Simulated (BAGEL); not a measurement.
# CH5SeSi− (SMILES C[Se][SiH2-]): HF/STO-3G (density fitting with qzvpp-jkfit)

What is the vertical singlet–triplet gap of CH5SeSi− at HF/STO-3G (density fitting with qzvpp-jkfit)? 

Program for the calculation: BAGEL 1.2.2.

4 further runs of the same task are left out: 4 that didn't finish.

## Step 1: The molecule

CH5SeSi−: 8 atoms, total charge -1, spin state singlet. SMILES: `C[Se][SiH2-]`. The shape comes from GFN2-xTB, which is rough for such elements, and wasn't checked as a minimum. This is one conformer, not always the lowest.

Bond lengths: C1–Se2 1.950 Å, Se2–Si3 2.390 Å, C1–H4 1.091 Å, C1–H5 1.091 Å, C1–H6 1.091 Å, Si3–H7 1.485 Å, Si3–H8 1.489 Å. Angles: C1–Se2–Si3 91.1°, Se2–C1–H4 108.6°, Se2–C1–H5 108.4°, Se2–C1–H6 109.2°, Se2–Si3–H7 95.1°, Se2–Si3–H8 97.2°, H4–C1–H5 109.6°, H4–C1–H6 109.6°, H5–C1–H6 111.4°, H7–Si3–H8 97.4°.

## Step 2: The energy at HF/STO-3G (density fitting with qzvpp-jkfit)

Contents of calc.json:

```json
{ "bagel" : [

{
  "title" : "molecule",
  "basis" : "sto-3g",
  "df_basis" : "qzvpp-jkfit",
  "angstrom" : true,
  "geometry" : [
    { "atom" : "C", "xyz" : [   -0.793650,    1.131880,   -0.368200 ] },
    { "atom" : "Se", "xyz" : [    0.154860,    0.446080,    1.191720 ] },
    { "atom" : "Si", "xyz" : [    1.092750,   -1.332470,   -0.100800 ] },
    { "atom" : "H", "xyz" : [   -1.690990,    0.530580,   -0.521330 ] },
    { "atom" : "H", "xyz" : [   -0.140000,    1.040530,   -1.236500 ] },
    { "atom" : "H", "xyz" : [   -1.075220,    2.170180,   -0.189630 ] },
    { "atom" : "H", "xyz" : [    2.239170,   -1.568350,    0.812420 ] },
    { "atom" : "H", "xyz" : [    0.213080,   -2.418430,    0.412320 ] }
  ]
},
{ "title" : "hf", "charge" : -1 },
{ "title" : "print", "file" : "orbitals.molden", "orbitals" : true }

]}
```

Launch:

```console
BAGEL_NUM_THREADS=1 BAGEL calc.json > calc.out
```

Output:

```text
* using 1 threads per process

  ===============================================================
  ===============================================================

  *** Geometry ***

  { "atom" : "C", "xyz" : [     -1.499781,      2.138943,     -0.695797 ] },
  { "atom" : "Se", "xyz" : [      0.292643,      0.842969,      2.252024 ] },
  { "atom" : "Si", "xyz" : [      2.064998,     -2.518003,     -0.190484 ] },
  { "atom" : "H", "xyz" : [     -3.195508,      1.002651,     -0.985171 ] },
  { "atom" : "H", "xyz" : [     -0.264562,      1.966317,     -2.336646 ] },
  { "atom" : "H", "xyz" : [     -2.031871,      4.101046,     -0.358349 ] },
  { "atom" : "H", "xyz" : [      4.231418,     -2.963752,      1.535251 ] },
  { "atom" : "H", "xyz" : [      0.402663,     -4.570170,      0.779172 ] },

  Number of auxiliary basis functions:      559

  Since a DF basis is specified, we compute 2- and 3-index integrals:
    o Being stored without compression. Storage requirement is 0.006 GB

  Number of basis functions:       37
  Number of electrons      :       59

    * METHOD: MOLECULE                             0.22

  *** RHF ***

  === Nuclear Repulsion ===
   237.3211227720

      * DIIS with orbital gradients will be used.

  === RHF iteration (sto-3g) ===
      0      -2699.28808014          0.00759094           0.04
      1      -2699.32644619          0.00243440           0.03
      2      -2699.32949202          0.00064402           0.03
      3      -2699.32987195          0.00009621           0.03
      4      -2699.32988178          0.00001600           0.04
      5      -2699.32988207          0.00000327           0.04
      6      -2699.32988209          0.00000099           0.03
      7      -2699.32988209          0.00000017           0.04
      8      -2699.32988209          0.00000002           0.04
      9      -2699.32988209          0.00000001           0.04
    * SCF iteration converged.

    * Permanent dipole moment:
           (    0.783134,    -1.202978,    -0.051946) a.u.

    * METHOD: HF                                   0.48

    * METHOD: PRINT                                0.00

  ===============================================================
```

It took 0.95 s on 1 thread of Arm Neoverse V2, shared host; peak memory 0.081 GiB.

## Step 3: The triplet at the same level

Contents of hf.json:

```json
{ "bagel": [

{
  "title": "molecule",
  "basis": "sto-3g",
  "df_basis": "qzvpp-jkfit",
  "angstrom": true,
  "geometry": [
    { "atom": "C", "xyz": [      -0.793650,       1.131880,      -0.368200 ] },
    { "atom": "Se", "xyz": [       0.154860,       0.446080,       1.191720 ] },
    { "atom": "Si", "xyz": [       1.092750,      -1.332470,      -0.100800 ] },
    { "atom": "H", "xyz": [      -1.690990,       0.530580,      -0.521330 ] },
    { "atom": "H", "xyz": [      -0.140000,       1.040530,      -1.236500 ] },
    { "atom": "H", "xyz": [      -1.075220,       2.170180,      -0.189630 ] },
    { "atom": "H", "xyz": [       2.239170,      -1.568350,       0.812420 ] },
    { "atom": "H", "xyz": [       0.213080,      -2.418430,       0.412320 ] }
  ]
},

{
  "title": "uhf",
  "charge": -1,
  "nopen": 2
},

{
  "title": "print",
  "file": "orbitals.molden",
  "orbitals": true
}

]}
```

Launch:

```console
BAGEL_NUM_THREADS=1 BAGEL hf.json > hf.out
```

Output:

```text
* using 1 threads per process

  ===============================================================
  ===============================================================

  *** Geometry ***

  { "atom" : "C", "xyz" : [     -1.499781,      2.138943,     -0.695797 ] },
  { "atom" : "Se", "xyz" : [      0.292643,      0.842969,      2.252024 ] },
  { "atom" : "Si", "xyz" : [      2.064998,     -2.518003,     -0.190484 ] },
  { "atom" : "H", "xyz" : [     -3.195508,      1.002651,     -0.985171 ] },
  { "atom" : "H", "xyz" : [     -0.264562,      1.966317,     -2.336646 ] },
  { "atom" : "H", "xyz" : [     -2.031871,      4.101046,     -0.358349 ] },
  { "atom" : "H", "xyz" : [      4.231418,     -2.963752,      1.535251 ] },
  { "atom" : "H", "xyz" : [      0.402663,     -4.570170,      0.779172 ] },

  Number of auxiliary basis functions:      559

  Since a DF basis is specified, we compute 2- and 3-index integrals:
    o Being stored without compression. Storage requirement is 0.006 GB

  Number of basis functions:       37
  Number of electrons      :       59

    * METHOD: MOLECULE                             0.22

  *** Open-shell HF ***

  === Nuclear Repulsion ===
   237.3211227720

      * DIIS with orbital gradients will be used.

  === UHF iteration (sto-3g) ===
      0      -2699.04396196          0.01479907           0.08
      1      -2699.11720439          0.00461693           0.07
      2      -2699.12694294          0.00190840           0.07
      3      -2699.13221919          0.00122281           0.07
      4      -2699.13493289          0.00078944           0.07
      5      -2699.13744907          0.00044842           0.08
      6      -2699.13839960          0.00013842           0.08
      7      -2699.13847727          0.00005703           0.08
      8      -2699.13849522          0.00002454           0.07
      9      -2699.13850127          0.00001094           0.07
     10      -2699.13850296          0.00000378           0.07
     11      -2699.13850304          0.00000157           0.07
     12      -2699.13850306          0.00000031           0.07
     13      -2699.13850306          0.00000015           0.07
     14      -2699.13850306          0.00000009           0.07
     15      -2699.13850306          0.00000004           0.07
     16      -2699.13850306          0.00000002           0.07
     17      -2699.13850306          0.00000001           0.07
    * SCF iteration converged.

    * S^2 (UHF) is 2.0140

    * Permanent dipole moment:
           (    0.331506,    -0.662640,     0.831417) a.u.

    * METHOD: UHF                                  1.46

    * METHOD: PRINT                                0.00

  ===============================================================
```

Run time: 1.9 s. Hardware: 1 thread of Arm Neoverse V2, shared host; peak memory 0.081 GiB.

## Step 4: Outcome

Level: HF/STO-3G (density fitting with qzvpp-jkfit).

| quantity | value |
| --- | --- |
| singlet: total energy | -2699.32988 Eh |
| singlet: HOMO energy | 1.96 eV |
| singlet: LUMO energy | 16.46 eV |
| singlet: HOMO–LUMO gap (to an unbound level, set by the basis) | 14.50 eV |
| triplet: total energy | -2699.13850 Eh |
| triplet: ⟨S²⟩ | 2.014 |
| vertical energy of the triplet above the singlet | 5.208 eV |

**Reading.** At this shape the triplet lies 5.21 eV (120 kcal/mol) above the singlet. For an anion a state so high probably lies above electron detachment. In a minimal basis such a difference can be off by several eV, whatever the method. The HOMO (singlet) lies at positive energy, 1.96 eV: the electron is unbound at this level or held by a compact basis; values depend on the basis.
